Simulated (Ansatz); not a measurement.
# GaSiGeH (quintet): the correlation ladder, cc-pVDZ

An exercise on one series of results from a longer session: the logs are not shown, and one member is left open.

The runs use Ansatz 0.2.0, Gaussian basis; cc-pVDZ, core rule «outside noble gas», up to 33 orbitals frozen.

Plan: UHF; CCSD(T) on ROHF; CCSD(T) on UHF; BCCD(T) on ROHF; CISD; CCSDT(Q) on ROHF; CCSDT(Q) on UHF.

38 further runs of the same task are left out: 1 for a known fault of the program, 25 that didn't finish, 12 set aside as unsound or not needed.

**The geometry**

The geometry is a PBE0/def2-TZVP stationary point (not a proven minimum) of the parent state, kept for this charge and spin. No spin-orbit coupling is included. The filled d shell of Ge, Ga may be among the frozen orbitals whatever the setting's name suggests; the logs give the count.

4 atoms, charge 0, spin multiplicity 5.

Atoms are counted from 1 here; the program's logs count them from 0.

Bond lengths: Ge1–Ga2 2.417 Å, Ga2–Si3 2.405 Å, Si3–H4 1.534 Å. Angles: Ge1–Ga2–Si3 177.8°, Ga2–Si3–H4 84.7°.

Coordinates:

```
Ge   -0.0001   -0.3330    2.9934
Ga    0.0017   -0.3363    0.5765
Si   -0.0009   -0.4313   -1.8261
H    -0.0007    1.1006   -1.7438
```

The first run:

File in.yaml:

```yaml
crystal:
  periodic: [false, false, false]
  atoms:
    - {symbol: Ge, position_ang: [-0.000147, -0.333036, 2.993377]}
    - {symbol: Ga, position_ang: [0.001707, -0.336280, 0.576549]}
    - {symbol: Si, position_ang: [-0.000851, -0.431262, -1.826143]}
    - {symbol: H, position_ang: [-0.000710, 1.100578, -1.743783]}
basis:
  gaussian: {orbitals: cc-pVDZ}
magnetization: {spin_polarized: true, initial_magnetization: 4}
hamiltonian: {xc: hf}
output: {orbitals: {seedname: orbitals}}
```

The run is started by

```
$ ansatz run in.yaml --threads 1 --pin off --events-out ev --progress --plain --max-ram 2393MiB
```

Among the steps run: UHF; CCSD(T) on ROHF; CCSD(T) on UHF; BCCD(T) on ROHF; CISD; CCSDT(Q) on ROHF; CCSDT(Q) on UHF.

One table of the session follows, with a row left open; its other results are not shown here.

| method | from RCCSDT(Q) (kJ/mol) |
| --- | --- |
| ROHF | +631.1 |
| UHF | +602.3 |
| RMP2 | +140.4 |
| UMP2 | ? |
| RCCSD | +36.1 |
| UCCSD | +33.3 |
| RCCSD(T) | +8.1 |
| UCCSD(T) | +7.1 |
| BCCD(T) | +8.0 |
| RCCSDT | +2.3 |
| UCCSDT | +0.9 |
| RCCSDT(Q) | 0 |
| UCCSDT(Q) | -1.3 |

Estimate the missing values for UMP2.

As computed: from RCCSDT(Q) (kJ/mol): +146.4. In the column «from RCCSDT(Q) (kJ/mol)» it lies between RMP2 (+140.4) and UHF (+602.3).

Not comparable, so not listed: CISD (they don't share determinant, frozen orbitals or solution with the rows shown, or repeat one).

Caveats from the session: Restricted and unrestricted rows rest on different reference determinants; where their highest levels disagree by more than a few hundredths of an eV, they describe different states and don't form one ladder.
